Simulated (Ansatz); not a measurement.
Predict the output of the script below (the Ansatz DFT code, driven from Python).

The script, `run_restart.py`:
```python
"""A run of BaZn that can be started again."""

import ansatz as az
import numpy as np

vectors = np.array([
    [4.07851334, 0.0, 0.0],
    [0.0, 4.07851334, 0.0],
    [0.0, 0.0, 4.07851334],
])
system = (
    az.Lattice.of(vectors)
    .atom("Ba", (0.0, 0.0, 0.0))
    .atom("Zn", (0.5, 0.5, 0.5))
)

base = (
    system.calculation()
    .functional(az.Functional.LDA)
    .basis(420)
    .kpoints(5, center="gamma")
    .occupations("Fermi-Dirac", width=0.15)
    .forces()
    .checkpoint(write="ground.run")
)
with az.exiting_at_sigterm():
    result = base.run(threads=1, resume=True)
print("returned:", type(result).__name__)
print(f"F = {result.report['free_energy_ev']:.5f} eV, {result.report['n_iterations']} iterations")
```

```console
$ python run_restart.py
returned: RunOutcome
F = -9026.09178 eV, 7 iterations
```

```console
$ python run_restart.py
returned: CompletedStep
F = -9026.09178 eV, 7 iterations
```

Caveats:
- Total energies depend on the potentials; only differences at equal settings carry meaning. A total without «per atom» is that of the cell as typed.
- For a metal this k-point mesh is coarse: on a finer one energies can move by several to tens of meV an atom and pressures by half a GPa or more, differences at one mesh by less.
- The smearing is wide enough that free energy and stress hold a thermal part of the electrons.
- The structure comes from a database of computed cells and needn't be a stable or known phase.
- Finished in 2.9 s on 1 thread of Arm Neoverse N1, with other jobs on the host, peak memory 0.36 GiB.

(Lines on the test bed's own set-up are left out of the output.)
